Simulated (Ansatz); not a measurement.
# Pd: response to strain

Pd is deformed so: equal xy, yz and zx engineering shear strains of +1 %. What stress and forces result, by LAPW, PAW and all-electron datasets made for the crystal?

Method: DFT PBEsol, scalar-relativistic, in Ansatz 0.2.0.

### Step 1. The starting structure

Symmetry: Fm-3m, No. 225, cubic system. Conventional cell: a = 3.890 Å, b = 3.890 Å, c = 3.890 Å, α = 90.00°, β = 90.00°, γ = 90.00°. Around Pd (site symmetry m-3m) lie 12 Pd at 2.75 Å.

Structure file:

```
CELL_PARAMETERS angstrom
0.00000 1.94490 1.94490
1.94490 0.00000 1.94490
1.94490 1.94490 0.00000
ATOMIC_POSITIONS crystal
Pd 0.00000 0.00000 0.00000
```

### Step 2. After the deformation

Space group Fm-3m before, R-3m after.

### Step 3. LAPW, all electrons

input.yaml reads:

```yaml
crystal:
  lattice:
    - [0.019449, 1.9546245, 1.9546245]
    - [1.9546245, 0.019449, 1.9546245]
    - [1.9546245, 1.9546245, 0.019449]
  atoms:
    - { symbol: Pd, position: [0.0, 0.0, 0.0] }
kpoints:
  mp_grid: { grid: [18, 18, 18] }
  band_path:
    path:
      - [0.0, 0.0, 0.0]
      - [0.5, 0.5, 0.5]
      - [0.247543133, 0.5, 0.752456867]
      - [-0.247543133, 0.247543133, 0.5]
      - [0.0, 0.0, 0.5]
      - [0.0, 0.0, 0.0]
      - [-0.3737715665, 0.0, 0.3737715665]
      - [0.0, 0.3737715665, 0.6262284335]
      - [0.0, 0.5, 0.5]
    npoints: 5
scf:
  occupations: { method: fermi_dirac, width: 0.05 }
hamiltonian:
  xc: pbesol
  pseudopotentials: { kind: all_electron, lapw: { basis_error: 0.00025 } }
output:
  forces: true
  stress: true
  eigenvalues: true
```

Started as:

```bash
> ansatz run input.yaml --threads 1 --pin off --max-ram 3072MiB --backend cpu --events-out ev --progress --plain --runs-dir out
```

### Step 4. Frozen-core PAW

input.yaml reads:

```yaml
crystal:
  lattice:
    - [0.019449, 1.9546245, 1.9546245]
    - [1.9546245, 0.019449, 1.9546245]
    - [1.9546245, 1.9546245, 0.019449]
  atoms:
    - { symbol: Pd, position: [0.0, 0.0, 0.0] }
kpoints:
  mp_grid: { grid: [18, 18, 18] }
scf:
  occupations: { method: fermi_dirac, width: 0.05 }
hamiltonian:
  xc: pbesol
  pseudopotentials: { kind: paw }
output:
  forces: true
  stress: true
  eigenvalues: true
  efg: { contact_densities: true }
  write_density: true
  write_potential: true
  elf: true
  volumetric_format: npy
```

### Step 5. All-electron PAW on datasets made for the crystal

Changes to input.yaml since step 4:

```diff
@@ -13,3 +13,3 @@
   xc: pbesol
-  pseudopotentials: { kind: paw }
+  pseudopotentials: { kind: all_electron, datasets: crystal }
 output:
@@ -19,5 +19 @@
   efg: { contact_densities: true }
-  write_density: true
-  write_potential: true
-  elf: true
-  volumetric_format: npy
```

(Steps that only read results are left out.)

Before running it: what results should come out? Wanted: pressure; largest shear or deviatoric stress.

As calculated:

| quantity | value |
| --- | --- |
| pressure | LAPW -2.20, PAW -2.15, crystal datasets -2.20 GPa |
| largest shear or deviatoric stress (LAPW) | 0.74 GPa |

**Reading.** The largest part of the stress beyond the pressure is 0.74 GPa in size. No run of the undeformed cell stands beside it, so the pressure holds what the given cell had before the change. PAW: stress within 0.05 GPa of LAPW. Crystal datasets: stress within 0.01 GPa of LAPW.
